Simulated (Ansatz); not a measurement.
**AgI: ionisation energy by level of theory**

One table from this session's results is given with a row withheld; the runs are named, their logs left out.

Computed with Ansatz 0.2.0, Gaussian basis. Level: unrestricted cation, the program's frozen cores in correlated methods.

The runs, in order: UKS PBE-D4/def2-TZVPP; UKS r2SCAN-D4/def2-TZVPP; UKS PBE0-D4/def2-TZVPP; UKS B3LYP-D4/def2-TZVPP; UKS wB97X-V/def2-TZVPP; UKS wB97M-V/def2-TZVPP; UKS B2PLYP/def2-TZVPP; UHF-CCSD(T)/def2-TZVPP; UHF-MP2/def2-QZVPP; extrapolation to the limit; then −ε(HOMO) from the neutral's earlier runs with LDA (SPW92), PBE-D4, revPBE-D4, BLYP-D4, r2SCAN-D4, B97M-V, PBE0-D4, B3LYP-D4, r2SCANh-D4, r2SCAN0-D4, HSE06-D4, BHLYP-D4, CAM-B3LYP-D4, LC-ωPBE, ωB97X-V, ωB97M-V.

## Structure used throughout

All runs share one geometry, relaxed beforehand with PBE0-D4 in a triple-zeta def2 set. Ag, I take the def2 core potential; no spin-orbit term is included.

SMILES `[Ag][I]`, 2 atoms, charge 0, spin multiplicity 1.

Atoms are counted from 1 here; the program's logs count them from 0.

Bond lengths: Ag1–I2 2.565 Å.

Set-up of the first run:

Contents of in.yaml:

```yaml
crystal:
  periodic: [false, false, false]
  atoms:
    - {symbol: Ag, position_ang: [-0.000000, 0.000000, -0.010353]}
    - {symbol: I, position_ang: [0.000000, -0.000000, 2.554974]}
basis:
  gaussian: {orbitals: def2-TZVPP}
total_charge: 1
magnetization: {spin_polarized: true, initial_magnetization: 1}
hamiltonian: {xc: pbe, dispersion: d4}
```

Launch:

```
> ansatz run in.yaml --threads 4 --pin off --events-out ev --progress --plain --max-ram 10444MiB
```

Steps of the session up to this table: Cation, UKS PBE-D4/def2-TZVPP; Cation, UKS r2SCAN-D4/def2-TZVPP; Cation, UKS PBE0-D4/def2-TZVPP; Cation, UKS B3LYP-D4/def2-TZVPP; Cation, UKS wB97X-V/def2-TZVPP; Cation, UKS wB97M-V/def2-TZVPP; Cation, UKS B2PLYP (frozen core)/def2-TZVPP; Cation, UHF-CCSD(T)/def2-TZVPP; Cation, UHF-MP2/def2-QZVPP.

One table of the session follows, with a row left open; its other results are not shown here.

It belongs to the step «Ionisation energies side by side». For comparison, −ε(HOMO) of the neutral from earlier runs:

```
  functional  −ε(HOMO) (eV)
 LDA (SPW92)           6.06
      PBE-D4           5.84
   revPBE-D4           5.76
     BLYP-D4           5.71
   r2SCAN-D4           6.02
      B97M-V           6.02
     PBE0-D4           6.80
    B3LYP-D4           6.64
  r2SCANh-D4           6.39
  r2SCAN0-D4           6.94
    HSE06-D4           6.42
    BHLYP-D4           7.64
CAM-B3LYP-D4           8.01
     LC-ωPBE           9.19
     ωB97X-V              ?
     ωB97M-V           8.81
```

Estimate the missing values for ωB97X-V.

As computed: −ε(HOMO) (eV): 8.91. In the column «−ε(HOMO) (eV)» it lies between ωB97M-V (8.81) and LC-ωPBE (9.19).
